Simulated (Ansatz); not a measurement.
Crystal: RuRh.

```xyz
2
Lattice="2.7094 0.0000 0.0000 -1.3547 2.3464 0.0000 0.0000 0.0000 4.2984" Properties=species:S:1:pos:R:3 pbc="T T T"
Rh    1.3547    0.7821    0.0000
Ru    0.0000    0.0000    2.1492
```

The cell comes from a database or a generator and needn't be the stable form of this composition.

| Property | Result |
| --- | --- |
| Program | Ansatz 0.2.0 |
| Task | relaxation of cell and atoms |
| Functional | RPBE |
| Potentials or basis | Ansatz PAW |
| Cutoff | 420 eV (not typed: the program's choice for these potentials) |
| k mesh | 11 × 11 × 6 |
| Occupations | fermi-dirac, width 0.05 eV |
| Spin | no spin polarisation |

At the start: volume 13.66 Å³/atom.

Task: Where does the relaxation end?

Result: It ends after 5 steps and the volume is 14.12 Å³/atom (+3.4 %); space group P-6m2 (No. 187, to 0.05 Å).

The path:
```
step  energy change (eV)  largest force (eV/Å)  volume (Å³)
   1              0.0000                0.0000        27.33
   2             -0.0055                0.0000        29.08
   3             -0.0256                0.0000        28.30
   4             -0.0258                0.0000        28.24
   5             -0.0264                0.0000        28.24
```

Final structure:
```
Rh Ru
1.0
     2.74022    0.00000    0.00000
    -1.37011    2.37310    0.00000
     0.00000    0.00000    4.34318
Rh Ru
1 1
Cartesian
  1.3701 0.7910 0.0000
  0.0000 0.0000 2.1716
```

Caveat: the plane-wave basis is chosen anew once the cell has moved, so the energies of steps on either side of that aren't comparable; the PAW data sets come from PBE, with cores solved anew for the run's functional, which leaves a small shift of forces and pressure.
